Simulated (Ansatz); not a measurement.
## HfMo₂, space group Fd-3m: a scan of one input key, step by step

Program: Ansatz's Python interface.

The cells in order, each with its output:

```python
import ansatz as az
import numpy as np
```

```python
vectors = np.array([
    [0.0, 3.7775, 3.7775],
    [3.7775, 0.0, 3.7775],
    [3.7775, 3.7775, 0.0],
])
system = (
    az.Lattice.of(vectors)
    .atom("Hf", (0.0, 0.0, 0.0))
    .atom("Hf", (0.25, 0.25, 0.25))
    .atom("Mo", (0.625, 0.625, 0.625))
    .atom("Mo", (0.125, 0.625, 0.625))
    .atom("Mo", (0.625, 0.625, 0.125))
    .atom("Mo", (0.625, 0.125, 0.625))
)
```

```python
job = (
    system.calculation()
    .basis(16 * az.Ha)
    .kpoints(spacing=0.26)
    .functional("lda")
    .occupations("fermi_dirac", width=0.1)
    .band_table()
)
typed = job.input()
rows = []
for value in [0.1, 0.3, 0.6]:
    edited = typed.set(az.key.scf.mixing.beta, value)
    summary = az.Session.from_dict(edited).plan().execute().report
    rows.append((value, summary["free_energy_ev"], summary["n_iterations"], len(summary["eigenvalues_ev"][0]) if "eigenvalues_ev" in summary else 0))
print("          beta            F eV      iterations    bands listed")
for row in rows:
    print(f"{str(row[0]):>14s}  {row[1]:14.5f}  {row[2]:14d}  {row[3]:14d}")
print(edited.to_yaml())
```

              beta            F eV      iterations    bands listed
               0.1    -50325.97925               8              65
               0.3    -50325.97925               7              65
               0.6    -50325.97925               7              65
    crystal:
      lattice:
        - [0.0, 3.7775, 3.7775]
        - [3.7775, 0.0, 3.7775]
        - [3.7775, 3.7775, 0.0]
      atoms:
        - { symbol: Hf, position: [0.0, 0.0, 0.0] }
        - { symbol: Hf, position: [0.25, 0.25, 0.25] }
        - { symbol: Mo, position: [0.625, 0.625, 0.625] }
        - { symbol: Mo, position: [0.125, 0.625, 0.625] }
        - { symbol: Mo, position: [0.625, 0.625, 0.125] }
        - { symbol: Mo, position: [0.625, 0.125, 0.625] }
    basis:
      ecutwfc: 435.382179935808
    kpoints:
      mp_grid:
        kspacing: 0.26
    hamiltonian:
      xc: lda
    scf:
      occupations:
        method: fermi_dirac
        width: 0.1
      mixing:
        beta: 0.6
    output:
      eigenvalues: true

Caveats:
- Total energies depend on the potentials; only differences at equal settings carry meaning. A total without «per atom» is that of the cell as typed.
- For a metal this k-point mesh is coarse: on a finer one energies can move by several to tens of meV an atom and pressures by half a GPa or more, differences at one mesh by less.
- Spin-orbit coupling, which matters for elements this heavy, is left out.
- The starting cell is as deposited in a crystallographic database; the results hold for this polymorph, which needn't be the stable one.
- It ran for 16 s on 1 thread of Intel(R) Xeon(R) Platinum 8259CL CPU @ 2.50GHz (Skylake/Cascade Lake), on a shared host, peak memory 0.52 GiB.
